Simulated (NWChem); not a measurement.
**CH4ClFGe (SMILES [CH3][GeH]([F])[Cl]) at 4 levels**

Wanted: a comparison of 4 runs (HF/STO-3G, HF/3-21G, B3LYP/6-31G*) of CH4ClFGe. 

The results are computed with NWChem 7.3.0.

## 1. Starting point

CH4ClFGe has 8 atoms, charge 0, and is taken as a singlet. As SMILES, `[CH3][GeH]([F])[Cl]`. Geometry: relaxed at PBE0-D4/def2-TZVP.

Bond lengths: C1–Ge2 1.926 Å, Ge2–F3 1.735 Å, Ge2–Cl4 2.143 Å, C1–H5 1.090 Å, C1–H6 1.091 Å, C1–H7 1.090 Å, Ge2–H8 1.532 Å. Some angles: C1–Ge2–F3 107.6°, C1–Ge2–Cl4 109.9°, F3–Ge2–Cl4 105.6°, C1–Ge2–H8 118.5°, F3–Ge2–H8 106.3°, Cl4–Ge2–H8 108.1°, Ge2–C1–H5 110.0°, Ge2–C1–H6 109.7°, Ge2–C1–H7 109.0°, H5–C1–H6 109.5°.

## 2. Energy and gradient at HF/STO-3G (run 1)

Input file ch4clfge.nw:

```
start ch4clfge
title "CH4ClFGe gradient"
memory 2200 mb

geometry noautosym nocenter noautoz
C       -0.227500       1.039800      -0.100000
Ge       0.142600      -0.824900       0.211300
F        1.838500      -0.974300       0.547000
Cl      -0.191100      -1.943800      -1.585800
H       -1.277600       1.172400      -0.361700
H       -0.001700       1.614900       0.798900
H        0.395300       1.393000      -0.921800
H       -0.586300      -1.534400       1.356400
end

basis "ao basis" spherical bse
* library STO-3G
end

scf
thresh 1e-08
maxiter 80
end

task scf gradient
```

Started as:

```sh
$ nwchem ch4clfge.nw > ch4clfge.out
```

Standard output:

```text
[...]
  functions       =    41
[...]
  wavefunction    = RHF
[...]
         Total SCF energy =  -2644.200758902912
      One-electron energy =  -4471.364872191012
      Two-electron energy =   1441.533311613734
 Nuclear repulsion energy =    385.630801674366
        Time for solution =      3.1s
[...]
                         RHF ENERGY GRADIENTS
    atom               coordinates                        gradient
                 x          y          z           x          y          z
   1 C      -0.429913   1.964937  -0.188973    0.002077   0.016703  -0.001771
   2 Ge      0.269475  -1.558835   0.399299   -0.019934   0.007108  -0.035265
   3 F       3.474261  -1.841160   1.033680    0.028151  -0.001761   0.007239
   4 Cl     -0.361127  -3.673249  -2.996727    0.001571   0.000813   0.001921
   5 H      -2.414314   2.215515  -0.683514   -0.008285  -0.004206  -0.001625
   6 H      -0.003213   3.051718   1.509702    0.002609   0.001346   0.008088
   7 H       0.747009   2.632388  -1.741949    0.005912  -0.001522  -0.006235
   8 H      -1.107946  -2.899596   2.563224   -0.012102  -0.018482   0.027647
[...]
```

Wall time 5.7 s (1 thread of Intel Xeon Platinum 8488C (Sapphire Rapids), shared host); peak memory 0.098 GiB.

## 3. Energy and forces at HF/3-21G (run 2)

Input file ch4clfge.nw:

```
START ch4clfge
TITLE "CH4ClFGe hf"
memory 2200 mb

GEOMETRY noautosym nocenter noautoz
 C       -0.227500       1.039800      -0.100000
 Ge       0.142600      -0.824900       0.211300
 F        1.838500      -0.974300       0.547000
 Cl      -0.191100      -1.943800      -1.585800
 H       -1.277600       1.172400      -0.361700
 H       -0.001700       1.614900       0.798900
 H        0.395300       1.393000      -0.921800
 H       -0.586300      -1.534400       1.356400
END

BASIS spherical bse
 * library 3-21G
END

SCF
 nopen 0
 rhf
 thresh 1e-08
 maxiter 80
END

TASK scf gradient
```

Started as:

```sh
$ nwchem ch4clfge.nw > ch4clfge.out
```

Standard output:

```text
[...]
  functions       =    61
[...]
  wavefunction    = RHF
[...]
         Total SCF energy =  -2661.635172150261
      One-electron energy =  -4476.331069366499
      Two-electron energy =   1429.065095541872
 Nuclear repulsion energy =    385.630801674366
        Time for solution =      3.8s
[...]
                         RHF ENERGY GRADIENTS
    atom               coordinates                        gradient
                 x          y          z           x          y          z
   1 C      -0.429913   1.964937  -0.188973    0.002975   0.001425   0.001016
   2 Ge      0.269475  -1.558835   0.399299   -0.035873  -0.009593  -0.034910
   3 F       3.474261  -1.841160   1.033680    0.026055  -0.001455   0.004799
   4 Cl     -0.361127  -3.673249  -2.996727    0.006361   0.014365   0.024341
   5 H      -2.414314   2.215515  -0.683514   -0.005288  -0.002537  -0.000795
   6 H      -0.003213   3.051718   1.509702    0.001636   0.000578   0.005663
   7 H       0.747009   2.632388  -1.741949    0.003980  -0.001094  -0.004065
   8 H      -1.107946  -2.899596   2.563224    0.000153  -0.001689   0.003951
[...]
```

It took 6.6 s on 1 thread of Intel Xeon Platinum 8488C (Sapphire Rapids), shared host; peak memory 0.099 GiB.

Run 3 isn't shown in full; the table further down has it.

## 4. Energy and forces at B3LYP/6-31G(d) (Cartesian functions) (run 4)

Input file geom.xyz:

```xyz
8
CH4ClFGe gradient
C     -0.227500     1.039800    -0.100000
Ge     0.142600    -0.824900     0.211300
F      1.838500    -0.974300     0.547000
Cl    -0.191100    -1.943800    -1.585800
H     -1.277600     1.172400    -0.361700
H     -0.001700     1.614900     0.798900
H      0.395300     1.393000    -0.921800
H     -0.586300    -1.534400     1.356400
```

Input file run.py:

```python
from ase.io import read
from ase.calculators.nwchem import NWChem

molecule = read('geom.xyz')

calc = NWChem(
    label='geom',
    theory='dft',
    memory='2200 mb',
    basis='6-31G*',
    dft={'xc': 'b3lyp', 'mult': '1', 'grid': 'fine', 'convergence': 'energy 1e-08', 'iterations': '100', 'mulliken': None},
)
molecule.calc = calc

forces = molecule.get_forces()
e = molecule.get_potential_energy()
print(f"E = {e:.6f} eV")
print("forces (eV/A):")
for s, f in zip(molecule.symbols, forces):
    print(f"{s:2s} {f[0]:10.5f} {f[1]:10.5f} {f[2]:10.5f}")
print("dipole (e A):", molecule.get_dipole_moment().round(4))
```

Started as:

```sh
$ export ASE_NWCHEM_COMMAND="nwchem PREFIX.nwi > PREFIX.nwo"
$ python run.py
```

Standard output:

```text
E = -72855.893134 eV
forces (eV/A):
C    -0.07369    0.18239   -0.04325
Ge    0.08279    0.13529    0.36592
F     0.28539   -0.04062    0.07729
Cl   -0.13442   -0.31733   -0.49026
H    -0.10207    0.03034   -0.02725
H     0.01774    0.05806    0.08228
H     0.04582    0.04546   -0.07508
H    -0.12156   -0.09354    0.11030
dipole (e A): [-0.3741  0.4572  0.2434]
```

The calculator wrote geom.nwi:

```
title "geom"

permanent_dir geom

scratch_dir geom

start geom

geometry units angstrom nocenter noautosym noautoz
  C  -2.2750000000000001e-01 1.0398000000000001e+00 -1.0000000000000001e-01
  Ge 1.4260000000000000e-01 -8.2489999999999997e-01 2.1129999999999999e-01
  F  1.8385000000000000e+00 -9.7430000000000005e-01 5.4700000000000004e-01
  Cl -1.9109999999999999e-01 -1.9438000000000000e+00 -1.5858000000000001e+00
  H  -1.2776000000000001e+00 1.1724000000000001e+00 -3.6170000000000002e-01
  H  -1.6999999999999999e-03 1.6149000000000000e+00 7.9890000000000005e-01
  H  3.9529999999999998e-01 1.3930000000000000e+00 -9.2179999999999995e-01
  H  -5.8630000000000004e-01 -1.5344000000000000e+00 1.3564000000000001e+00
end

memory 2200 mb

basis noprint
   * library 6-31G*
end

dft
  xc b3lyp
  mult 1
  grid fine
  convergence energy 1e-08
  iterations 100
  mulliken
end

task dft gradient
```

geom.nwo:

```text
Northwest Computational Chemistry Package (NWChem) 7.3.0
             --------------------------------------------------------

           Job information
           ---------------

    nwchem branch   = 7.3.0
    use scalapack   = T
    input           = geom.nwi
    prefix          = geom.
    data base       = geom/geom.db
    status          = startup
    nproc           =        1

           Memory information
           ------------------

[... 5 lines left out ...]
    hardfail = no
[... 110 lines left out ...]
  convergence criterion.
[... 44 lines left out ...]
          Spatial weights used:  Erf1
[... 32 lines left out ...]
 1-e energy   =   -4489.794619
[... 43 lines left out ...]
           Coulomb energy =     1552.788998773197
[... 715 lines left out ...]
          Convergence on density requested:  1.00D-05
[... 30 lines left out ...]
          total energy or number of iterations.
[... 36 lines left out ...]
                 ----------------------------------------
                 |  Time  |  1-e(secs)   |  2-e(secs)   |
                 ----------------------------------------
                 |  CPU   |       0.01   |      13.41   |
                 ----------------------------------------
                 |  WALL  |       0.01   |      13.41   |
                 ----------------------------------------

 Task  times  cpu:       40.8s     wall:       40.8s
 Total times  cpu:       40.9s     wall:       40.9s
```

It took 42 s on 1 thread of Intel Xeon Platinum 8488C (Sapphire Rapids), shared host; peak memory 0.12 GiB.

## 5. The series

```csv
run,level,iteration cap,module,energy (Eh),dipole moment (D),HOMO energy (eV),LUMO energy (eV),wall time
1,HF/STO-3G,80,scf,-2644.200759,3.17,-10.00,8.74,5.7 s
2,HF/3-21G,80,scf,-2661.635172,3.95,-12.24,3.86,6.6 s
3,B3LYP/6-31G* (spherical functions),100,dft,-2677.393725,3.08,-8.47,0.12,48 s
4,B3LYP/6-31G* (Cartesian functions),100,dft,-2677.404711,3.07,-8.47,0.08,42 s
```

## 6. What came out

| quantity | value |
| --- | --- |
| run 4: total energy | -2677.40471 Eh |
| run 4: dipole moment | 3.07 D |
| run 4: HOMO energy | -8.47 eV |
| run 4: LUMO energy | 0.08 eV |
| run 4: HOMO–LUMO gap | 8.56 eV |
| run 4: largest force on an atom | 0.599 eV/Å |

In words: The dipole moment (its size) runs from 3.07 D (B3LYP/6-31G*) to 3.95 D (HF/3-21G). The two ends differ in method and basis. The HOMO–LUMO gap runs from 8.56 eV (B3LYP/6-31G*) to 18.74 eV (HF/STO-3G). In run 1 the basis is minimal, so the values are rough. All runs together took 1.7 min, the longest 48 s.
